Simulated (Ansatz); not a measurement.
# Sb2P3H: the cost of one run

Program: Ansatz 0.2.0. Level of theory: DFT PBE, scalar-relativistic, plane waves, PAW. These are calculated values, not measurements.

1 further run of the same task is left out (it didn't finish).

## Step 1: The starting structure

The structure is hexagonal, space group P6/mmm (No. 191). Conventional cell: a = 4.848 Å, b = 4.848 Å, c = 7.238 Å, α = 90.00°, β = 90.00°, γ = 120.00°. Sb (site symmetry -6m2) is surrounded by 3 Sb at 2.80 Å. H (site symmetry 6/mmm) is surrounded by 6 P at 2.42 Å. P (site symmetry mmm) has 2 H at 2.42 Å and 4 P at 2.42 Å as nearest neighbours.

As a file:

```cif
data_structure
_symmetry_space_group_name_H-M 'P 1'
_symmetry_Int_Tables_number 1
_cell_length_a 4.8484
_cell_length_b 4.8484
_cell_length_c 7.2379
_cell_angle_alpha 90.000
_cell_angle_beta 90.000
_cell_angle_gamma 120.000
_cell_volume 147.34
loop_
_atom_site_label
_atom_site_type_symbol
_atom_site_fract_x
_atom_site_fract_y
_atom_site_fract_z
_atom_site_occupancy
Sb1 Sb 0.33333 0.66667 0.00000 1
Sb2 Sb 0.66667 0.33333 0.00000 1
H1 H 0.00000 0.00000 0.50000 1
P1 P 0.50000 0.00000 0.50000 1
P2 P 0.00000 0.50000 0.50000 1
P3 P 0.50000 0.50000 0.50000 1
```

The cell is invented: random cell by space group and Wyckoff sites (P6/mmm, No. 191). Lengths come from tabulated atomic sizes and are only a guess.

## Step 2: Probe: one point on a coarse mesh

The input, input.yaml:

```yaml
crystal:
  lattice:
    - [4.84835024, 0.0, 0.0]
    - [-2.42417512, 4.19879448, 0.0]
    - [0.0, 0.0, 7.2378527]
  atoms:
    - { symbol: Sb, position: [0.33333333, 0.66666667, 0.0] }
    - { symbol: Sb, position: [0.66666667, 0.33333333, 0.0] }
    - { symbol: H, position: [0.0, 0.0, 0.5] }
    - { symbol: P, position: [0.5, 0.0, 0.5] }
    - { symbol: P, position: [0.0, 0.5, 0.5] }
    - { symbol: P, position: [0.5, 0.5, 0.5] }
basis:
  ecutwfc: 420
kpoints:
  mp_grid: { grid: [6, 6, 4] }
hamiltonian:
  xc: pbe
scf:
  occupations: { method: gaussian, width: 0.1 }
  lower_state_search: "off"
output:
  forces: true
  stress: true
  eigenvalues: true
```

Started as:

```console
$ ansatz run input.yaml --threads 1 --pin off --max-ram 2560MiB --backend cpu --events-out ev --progress --plain --runs-dir out
```

Q: Estimate wall time and peak memory on 1 thread of Arm Neoverse N1, shared host.

About 13 s, with a peak of 0.4 GiB.
